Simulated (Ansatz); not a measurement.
# BiPdC4: the cost of one run

Computed with Ansatz 0.2.0 (DFT PBE, scalar-relativistic, plane waves, PAW, unless a step's input says otherwise).

The COD entry's cell or inner coordinates are ideal or old and differ from later refinements, so a difference from it is no clean test against experiment.

1 further run of the same task is left out (it didn't finish).

### 1 The system as given

The structure is cubic, space group F-43m (No. 216). Conventional cell: a = 6.576 Å, b = 6.576 Å, c = 6.576 Å, α = 90.00°, β = 90.00°, γ = 90.00°. Bi (site symmetry -43m) has 12 C at 2.73 Å and 4 Pd at 2.85 Å in its first shell of neighbours. Pd (site symmetry -43m) is surrounded by 12 C at 2.73 Å and 4 Bi at 2.85 Å. C (site symmetry 3m) has 6 C at 2.33 Å and 3 Bi at 2.73 Å and 3 Pd at 2.73 Å in its first shell of neighbours.

As a file:

```cif
data_structure
_symmetry_space_group_name_H-M 'F-43m'
_symmetry_Int_Tables_number 216
_cell_length_a 6.5763
_cell_length_b 6.5763
_cell_length_c 6.5763
_cell_angle_alpha 90.000
_cell_angle_beta 90.000
_cell_angle_gamma 90.000
_cell_volume 284.41
loop_
_atom_site_label
_atom_site_type_symbol
_atom_site_symmetry_multiplicity
_atom_site_Wyckoff_symbol
_atom_site_fract_x
_atom_site_fract_y
_atom_site_fract_z
_atom_site_occupancy
Bi1 Bi 4 a 0.00000 0.00000 0.00000 1
Pd1 Pd 4 c 0.25000 0.25000 0.25000 1
C1 C 16 e 0.12500 0.37500 0.87500 1
```

(A quick probe on a coarse mesh, which set the mesh and smearing, is not shown.)

### 3 Full relaxation

The input, input.yaml:

```yaml
crystal:
  lattice:
    - [0.0, 3.2881491025, 3.2881491025]
    - [3.2881491025, 0.0, 3.2881491025]
    - [3.2881491025, 3.2881491025, 0.0]
  atoms:
    - { symbol: Bi, position: [0.0, 0.0, 0.0] }
    - { symbol: Pd, position: [0.75, 0.75, 0.75] }
    - { symbol: C, position: [0.375, 0.875, 0.375] }
    - { symbol: C, position: [0.375, 0.375, 0.875] }
    - { symbol: C, position: [0.375, 0.375, 0.375] }
    - { symbol: C, position: [0.875, 0.375, 0.375] }
basis:
  ecutwfc: 420
kpoints:
  mp_grid: { grid: [10, 10, 10] }
hamiltonian:
  xc: pbe
scf:
  occupations: { method: gaussian, width: 0.1 }
output:
  forces: true
  stress: true
  eigenvalues: true
relax:
  adjacent_minimum: "off"
  f_tol: 0.01
  max_steps: 80
  cell: { stress_tol: 0.05 }
```

Started as:

```
> ansatz run input.yaml --threads 1 --pin off --max-ram 2560MiB --backend cpu --events-out ev --progress --plain --runs-dir out
```

Q: Estimate wall time and peak memory on 1 thread of Arm Neoverse V1, shared host.

About 3.6 min, with a peak of 0.38 GiB.
